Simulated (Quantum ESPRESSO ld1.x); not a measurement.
**Tl⁺ with its nuclear charge varied continuously**

Aim: the energy of 80 electrons in [Hg] as the nuclear charge moves through non-integer values, and a test of dE/dZ = E(electron-nucleus)/Z.

The numbers are computed with Quantum ESPRESSO ld1.x 7.5 (Dirac Kohn-Sham, PBE, spin-unpolarised, spherical densities, point nucleus), except any that are marked as measured or tabulated.

**1. Starting point**

```
element       : thallium (Z = 81)
charge        : +1
electrons     : 80
configuration : [Hg]
```

Outer shells as boxes (Hund's rule):

Tl⁺
```
[Xe] core
4f [↑↓][↑↓][↑↓][↑↓][↑↓][↑↓][↑↓]
5d [↑↓][↑↓][↑↓][↑↓][↑↓]
6s [↑↓]
```

**2. Z = 81**

Input file ld1.in:

```fortran
 &input
    zed=81.0,
    iswitch=1,
    rel=2,
    dft='PBE',
    config='[Hg]',
    rel_dist='average',
    verbosity='high',
    lsmall=.true.,
    prefix='ld1',
    max_out_wfc=37,
    file_charge='ld1.rho',
 /
```

**3. Z = 80**

ld1.in, as its differences from that of step 2:

```diff
@@ -1,3 +1,3 @@
  &input
-    zed=81.0,
+    zed=80.0,
     iswitch=1,
```

**4. Z = 80.5**

ld1.in, as its differences from that of step 3:

```diff
@@ -1,3 +1,3 @@
  &input
-    zed=80.0,
+    zed=80.5,
     iswitch=1,
```

**5. Z = 81.5**

ld1.in, as its differences from that of step 4:

```diff
@@ -1,3 +1,3 @@
  &input
-    zed=80.5,
+    zed=81.5,
     iswitch=1,
```

**6. Z = 82**

ld1.in, as its differences from that of step 5:

```diff
@@ -1,3 +1,3 @@
  &input
-    zed=81.5,
+    zed=82.0,
     iswitch=1,
```

**Question.** What will these runs give? Wanted: for each run, Z; E; E(electron-nucleus)/Z; highest level; its energy; <r>.

**Answer**, as computed:

```csv
Z,E (hartree),E(electron-nucleus)/Z (hartree),highest level,its energy (eV),<r> (bohr)
80,-19662.16,-620.225,6s1/2,-6.829,2.698
80.5,-19973.84,-626.507,6s1/2,-11.344,2.526
81,-20288.67,-632.813,6s1/2,-16.311,2.389
81.5,-20606.66,-639.147,6s1/2,-21.684,2.275
82,-20927.82,-645.512,6s1/2,-27.432,2.177
```

**Reading.** At Z = 81 the central difference of E is -632.818 hartree, against -632.813 from the Hellmann-Feynman theorem. The top level goes from -6.829 eV at Z = 80 to -27.432 eV at Z = 82.
